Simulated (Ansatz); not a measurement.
# HNO (SMILES N=O) at PBE/STO-3G

Aim: the electronic atomisation energy of HNO at PBE/STO-3G, from 4 runs. 

Program for the calculation: Ansatz 0.2.0.

## (1) The system as given

HNO: 3 atoms, total charge 0, spin state singlet. As SMILES, `N=O`. Geometry: relaxed at GFN2-xTB.

Bond lengths: N1–O2 1.201 Å, N1–H3 1.062 Å. Angles: O2–N1–H3 112.4°.

## (2) A single-point energy at PBE/STO-3G

job.yaml

```yaml
crystal:
  periodic: [false, false, false]
  atoms:
    - symbol: N
      position_ang: [-0.275940, 0.297220, -0.114780]
    - symbol: O
      position_ang: [0.768580, 0.418030, 0.466150]
    - symbol: H
      position_ang: [-0.492640, -0.715240, -0.351380]
basis:
  gaussian:
    orbitals: STO-3G
accuracy: high
hamiltonian:
  xc: pbe
```

Command:

```sh
$ ansatz run job.yaml --threads 1 --pin off --max-ram 2610MiB --events-out events.jsonl --progress --plain --runs-dir runs
```

Log:

```text
Warning: RAYON_NUM_THREADS=1 ignored (pool sized by the plan → 1); use --threads N
Functional definition: PBE
  name "PBE"
  parameter kappa = 0.804
  parameter beta = 0.06672455060314922
  exchange = pbe_x(kappa = kappa, mu = beta*pi^2/3)
  correlation = pbe_c(beta = beta)
168 factors; integrals over basis functions are off by at most 2.2e-8 eV
mean field evaluation 1: about -3498.1542 eV, gradient 6.6e0 eV
mean field evaluation 2: about -3498.3064 eV, gradient 2.2e0 eV
mean field evaluation 4: about -3498.3198 eV, gradient 8.4e-2 eV
mean field evaluation 8: about -3498.2801 eV, gradient 6.3e-3 eV
mean field evaluation 16: about -3498.2801 eV, gradient 7.6e-9 eV
mean field -3498.28013485 eV, -128.5594237363 hartree, gradient 3.2e-8 eV, S^2 0.000000; 0 other end points of the search recorded, 0 dependent functions left out
reference -3498.28013592 eV, -128.5594237757 hartree; 8, 8 occupied and 3, 3 virtual orbitals, 168 factors
Total energy: -3498.28013592 eV, -128.5594237757 hartree
```

Run time: 0.38 s. Hardware: 1 thread of Arm Neoverse V2, shared host.

## (3) The H atom at the same level

job.yaml

```yaml
crystal:
  periodic: [false, false, false]
  atoms:
    - {symbol: H, position_ang: [0.000000, 0.000000, 0.000000]}
basis:
  gaussian: {orbitals: STO-3G}
magnetization: {spin_polarized: true, initial_magnetization: 1}
hamiltonian: {xc: {name: PBE}}
accuracy: high
```

Run the same way, it converges to -0.46438 Eh (log not shown).

## (4) The N atom, same level

run.yaml

```yaml
crystal:
  periodic: [false, false, false]
  atoms:
    - symbol: "N"
      position_ang: [0.000000, 0.000000, 0.000000]
basis:
  gaussian: {orbitals: STO-3G}
magnetization: {spin_polarized: true, initial_magnetization: 3}
hamiltonian: {xc: {name: PBE}}
accuracy: high
```

Run the same way, it converges to -53.81470 Eh (log not shown).

## (5) The O atom

molecule.yaml

```yaml
crystal:
  periodic: [false, false, false]
  atoms:
    - {symbol: O, position_ang: [0.000000, 0.000000, 0.000000]}
basis:
  gaussian: {orbitals: STO-3G}
magnetization: {spin_polarized: true, initial_magnetization: 2}
hamiltonian: {xc: {name: PBE}}
accuracy: high
```

Run the same way, it converges to -73.94877 Eh (log not shown).

## (6) Outcome

At PBE/STO-3G:

```
                     quantity          value
       molecule: total energy  -128.55942 Eh
         H atom: total energy    -0.46438 Eh
                 H atom: ⟨S²⟩          0.750
         N atom: total energy   -53.81470 Eh
                 N atom: ⟨S²⟩          3.750
         O atom: total energy   -73.94877 Eh
                 O atom: ⟨S²⟩          2.000
electronic atomisation energy       9.023 eV
```

In words: Taking the molecule apart into free atoms costs 9.02 eV (208 kcal/mol), before zero-point energy and without spin-orbit coupling. In a minimal basis such a difference can be off by several eV, whatever the method.
